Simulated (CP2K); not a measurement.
**C2H9NSSi (SMILES CN[SiH](C)S), run twice**

Aim: energy and gradient of C2H9NSSi at GFN0-xTB.

Program for the calculation: CP2K 2026.2.

6 further runs of the same task are left out: 1 that didn't finish, 5 set aside as unsound or not needed.

## Step 1: Starting point

C2H9NSSi has 14 atoms, charge 0, and is taken as a singlet. SMILES: `CN[SiH](C)S`. The coordinates come from a PBE0-D4/def2-TZVP relaxation. This is one conformer, not always the lowest.

Bond lengths: C1–N2 1.446 Å, N2–Si3 1.711 Å, Si3–C4 1.861 Å, Si3–S5 2.146 Å, C1–H6 1.098 Å, C1–H7 1.094 Å, C1–H8 1.092 Å, N2–H9 1.008 Å, Si3–H10 1.495 Å, C4–H11 1.093 Å, C4–H12 1.092 Å, C4–H13 1.094 Å, S5–H14 1.343 Å. Some angles: C1–N2–Si3 126.2°, N2–Si3–C4 109.5°, N2–Si3–S5 104.0°, C4–Si3–S5 113.7°, C1–N2–H9 113.8°, Si3–N2–H9 116.7°, N2–C1–H6 113.5°, N2–C1–H7 110.9°, N2–C1–H8 109.9°, N2–Si3–H10 116.3°.

## Step 2: Try one

File gas.inp:

```
&FORCE_EVAL
   METHOD QS
   &DFT
      CHARGE 0
      MULTIPLICITY 1
      # Quickstep
      &QS
         METHOD XTB
         EPS_DEFAULT 1.0E-10
         &XTB
            GFN_TYPE 0
            CHECK_ATOMIC_CHARGES F
         &END XTB
      &END QS
      &POISSON
         PERIODIC NONE
         POISSON_SOLVER ANALYTIC
      &END POISSON
      &SCF
         SCF_GUESS ATOMIC
         EPS_SCF 1.0E-07
         MAX_SCF 77
         ADDED_MOS 2
         &DIAGONALIZATION
            ALGORITHM STANDARD
         &END DIAGONALIZATION
         &MIXING
            METHOD DIRECT_P_MIXING
            ALPHA 0.4
         &END MIXING
         &SMEAR ON
            METHOD FERMI_DIRAC
            ELECTRONIC_TEMPERATURE [K] 300
         &END SMEAR
      &END SCF
      # extra output
      &PRINT
         &MOMENTS
            PERIODIC F
            REFERENCE COM
            MAX_MOMENT 1
         &END MOMENTS
         &MO ON
            ENERGIES T
            OCCUPATION_NUMBERS T
            NDIGITS 6
            &EACH
               QS_SCF 0
            &END EACH
            ADD_LAST NUMERIC
         &END MO
         &HIRSHFELD OFF
         &END HIRSHFELD
      &END PRINT
   &END DFT
   # structure
   &SUBSYS
      &CELL
         ABC [angstrom] 24.6 24.7 24.6
         PERIODIC NONE
      &END CELL
      &COORD
         C     -2.356866     2.181311     2.118005
         N     -0.359237     2.242916     0.254168
         Si     0.703167    -0.264562    -1.487403
         C      0.697120    -3.163213     0.505313
         S      4.402306     0.877211    -2.692860
         H     -4.233553     2.581744     1.330367
         H     -1.996496     3.543425     3.630542
         H     -2.439070     0.315962     2.995594
         H     -0.023433     3.979196    -0.453723
         H     -0.719041    -0.831291    -3.862789
         H      1.583968    -4.711087    -0.534037
         H      1.756122    -2.868982     2.252554
         H     -1.225298    -3.751106     0.984925
         H      4.186121    -0.186327    -4.986420
      &END COORD
      &TOPOLOGY
         &CENTER_COORDINATES
         &END CENTER_COORDINATES
      &END TOPOLOGY
   &END SUBSYS
   &PRINT
      &FORCES ON
      &END FORCES
   &END PRINT
&END FORCE_EVAL

&GLOBAL
   PROJECT_NAME gas
   RUN_TYPE ENERGY_FORCE
   PRINT_LEVEL MEDIUM
&END GLOBAL
```

Command:

```bash
$ OMP_NUM_THREADS=1 cp2k.psmp -i gas.inp > gas.out 2>&1
```

What it wrote:

```text
CP2K| version string:                                       CP2K version 2026.2
[...]
 GLOBAL| Method name                                                        CP2K
[...]
 GLOBAL| Run type                                                   ENERGY_FORCE
[...]
                             - Atoms:                                         14
[...]
                             - Spherical basis functions:                     48
[...]
 *** WARNING in qs_mo_occupation.F:754 :: Fermi-Dirac smearing includes ***
 *** the last MO => Add more MOs for proper smearing.                   ***
 Number of electrons:                                                         32
[...]
 *** WARNING in qs_mo_occupation.F:754 :: Fermi-Dirac smearing includes ***
 *** the last MO => Add more MOs for proper smearing.                   ***
 *** WARNING in qs_mo_occupation.F:754 :: Fermi-Dirac smearing includes ***
 *** the last MO => Add more MOs for proper smearing.                   ***
[...]
  Fermi energy:                                                -0.41992699144442
[...]
 TB_DIPOLE| Moment [Debye]         88.53019718       4.96581349     -55.11645589
 TB_DIPOLE| Derivative [a.u.]       0.00000000       0.00000000       0.00000000
[...]
 ENERGY| Total FORCE_EVAL ( QS ) energy [hartree]            -16.166589293789329
 FORCES| Atomic forces [hartree/bohr]
 FORCES|   Atom     x               y               z               |f|
 FORCES|      1 -1.93173836E-02 -1.38368333E-03  2.00410206E-02   2.78696680E-02
 FORCES|      2  1.04630166E-02  6.08124867E-02 -2.47997944E-02   6.65031056E-02
 FORCES|      3  1.78631664E-03 -4.80824121E-04 -1.59574122E-03   2.44305322E-03
 FORCES|      4 -9.96249744E-05 -2.05655796E-02  1.22533415E-02   2.39394522E-02
 FORCES|      5 -6.97482794E-03 -1.84739899E-02 -3.62855755E-02   4.13107676E-02
 FORCES|      6  2.61494765E-02 -5.86118242E-03  1.24821497E-02   2.95626900E-02
 FORCES|      7 -6.26495419E-03 -2.03597775E-02 -2.14484537E-02   3.02292302E-02
 FORCES|      8  4.57731201E-04  2.79628723E-02 -1.22479450E-02   3.05310318E-02
 FORCES|      9 -1.17702971E-02 -6.20693169E-02  2.54154525E-02   6.80961468E-02
 FORCES|     10  1.95549907E-03  8.49829920E-04  3.23238801E-03   3.87227579E-03
 FORCES|     11 -1.30620935E-02  2.13581416E-02  1.68785485E-02   3.01939381E-02
 FORCES|     12 -1.57439978E-02 -5.99358213E-03 -2.49768963E-02   3.01270948E-02
 FORCES|     13  2.87566596E-02  7.01101247E-03 -5.80968443E-03   3.01637564E-02
[...]
```

It took 1 s on 1 thread of Intel Xeon 6975P-C (Granite Rapids), shared host; peak memory 0.18 GiB.

## Step 3: What went wrong

The program ended normally, but the settings are unsound, so its numbers aren't properties of the molecule.

The fault: numbers in bohr are read as ångström, which stretches the molecule by 1.89. As the program read them, the closest atoms are 1.90 Å apart, against 1.01 Å in the sound input.

## Step 4: The mended input

File molecule.xyz:

```xyz
14

C     -1.247200     1.154300     1.120800
N     -0.190100     1.186900     0.134500
Si     0.372100    -0.140000    -0.787100
C      0.368900    -1.673900     0.267400
S      2.329600     0.464200    -1.425000
H     -2.240300     1.366200     0.704000
H     -1.056500     1.875100     1.921200
H     -1.290700     0.167200     1.585200
H     -0.012400     2.105700    -0.240100
H     -0.380500    -0.439900    -2.044100
H      0.838200    -2.493000    -0.282600
H      0.929300    -1.518200     1.192000
H     -0.648400    -1.985000     0.521200
H      2.215200    -0.098600    -2.638700
```

File job.inp:

```
&FORCE_EVAL
  METHOD Quickstep
  &DFT
    &QS
      METHOD XTB
      EPS_DEFAULT 1.0E-10
      &XTB
        GFN_TYPE 0
        CHECK_ATOMIC_CHARGES F
      &END
    &END
    &POISSON
      PERIODIC NONE
      POISSON_SOLVER ANALYTIC
    &END
    &SCF
      SCF_GUESS ATOMIC
      EPS_SCF 1.0E-07
      MAX_SCF 150
      ADDED_MOS 2
      &DIAGONALIZATION
        ALGORITHM STANDARD
      &END
      &MIXING
        METHOD DIRECT_P_MIXING
        ALPHA 0.4
      &END
      &SMEAR ON
        METHOD FERMI_DIRAC
        ELECTRONIC_TEMPERATURE [K] 300
      &END
    &END
    &PRINT
      &MOMENTS
        PERIODIC F
        REFERENCE COM
        MAX_MOMENT 1
      &END
      &MO ON
        ENERGIES T
        OCCUPATION_NUMBERS T
        NDIGITS 6
        &EACH
          QS_SCF 0
        &END
        ADD_LAST NUMERIC
      &END
      &HIRSHFELD OFF
      &END
    &END
  &END
  &SUBSYS
    &CELL
      ABC 20.6 20.6 20.6
      PERIODIC NONE
    &END
    &TOPOLOGY
      COORD_FILE_NAME molecule.xyz
      COORD_FILE_FORMAT XYZ
      &CENTER_COORDINATES
      &END
    &END
  &END
  &PRINT
    &FORCES ON
    &END
  &END
&END
&GLOBAL
  PROJECT_NAME job
  RUN_TYPE ENERGY_FORCE
  PRINT_LEVEL MEDIUM
&END
```

Command:

```bash
$ OMP_NUM_THREADS=1 cp2k.psmp -i job.inp > job.out 2>&1
```

What it wrote:

```text
CP2K| version string:                                       CP2K version 2026.2
[...]
 GLOBAL| Method name                                                        CP2K
[...]
 GLOBAL| Run type                                                   ENERGY_FORCE
[...]
                             - Atoms:                                         14
[...]
                             - Spherical basis functions:                     48
[...]
 Number of electrons:                                                         32
[...]
  Fermi energy:                                                -0.25797198504346
[...]
 TB_DIPOLE| Moment [Debye]         -1.77152167      -0.77767897      -0.15274428
 TB_DIPOLE| Derivative [a.u.]       0.00000000       0.00000000       0.00000000
[...]
 ENERGY| Total FORCE_EVAL ( QS ) energy [hartree]            -17.288654152832148
 FORCES| Atomic forces [hartree/bohr]
 FORCES|   Atom     x               y               z               |f|
 FORCES|      1 -3.09403591E-03 -7.00671859E-05  3.53991675E-03   4.70201852E-03
 FORCES|      2 -1.05466701E-02 -1.10012455E-03  7.49311863E-03   1.29841962E-02
 FORCES|      3  1.27612038E-02 -2.65561146E-03 -2.43912257E-02   2.76556050E-02
 FORCES|      4 -3.49912897E-03 -4.13418353E-03  1.65633053E-03   5.66381566E-03
 FORCES|      5 -1.13558234E-02 -6.09512446E-03 -3.49948524E-03   1.33548368E-02
 FORCES|      6  3.10249312E-03  4.64236837E-04 -1.18853006E-03   3.35463606E-03
 FORCES|      7  8.01580831E-04  1.15721313E-03 -1.47283078E-03   2.03737688E-03
 FORCES|      8  8.37918912E-04 -5.70862914E-04 -1.71804937E-03   1.99491509E-03
 FORCES|      9  2.34994283E-03  2.44310942E-03 -2.35524931E-03   4.12773718E-03
 FORCES|     10  5.55793430E-03  4.98781567E-03  1.63217671E-02   1.79490674E-02
 FORCES|     11  5.79276527E-04  7.66907020E-04  1.58809718E-04   9.74129457E-04
 FORCES|     12 -1.25873751E-04  1.18403452E-03 -9.81412136E-04   1.54303328E-03
 FORCES|     13  1.35463380E-03  1.00255964E-03  2.83334999E-04   1.70892870E-03
[...]
```

Run time: 1.1 s. Hardware: 1 thread of Intel Xeon 6975P-C (Granite Rapids), shared host; peak memory 0.18 GiB.

## Step 5: Summary of results

Level: GFN0-xTB.

| quantity | value |
| --- | --- |
| total energy | -17.28865 Eh |
| dipole moment (from atomic charges alone) | 1.94 D |
| HOMO energy | -11.39 eV |
| LUMO energy | -6.14 eV |
| HOMO–LUMO gap | 5.24 eV |
| dispersion energy | -12.01 kJ/mol |
| largest force on an atom | 1.422 eV/Å |

What this shows: The first attempt's energy was +30.533 eV off this one. The dipole comes from point charges on the atoms alone, without atomic dipoles, so it is partial. The largest force is 1.42 eV/Å: the shape isn't a stationary point for this species at this level.
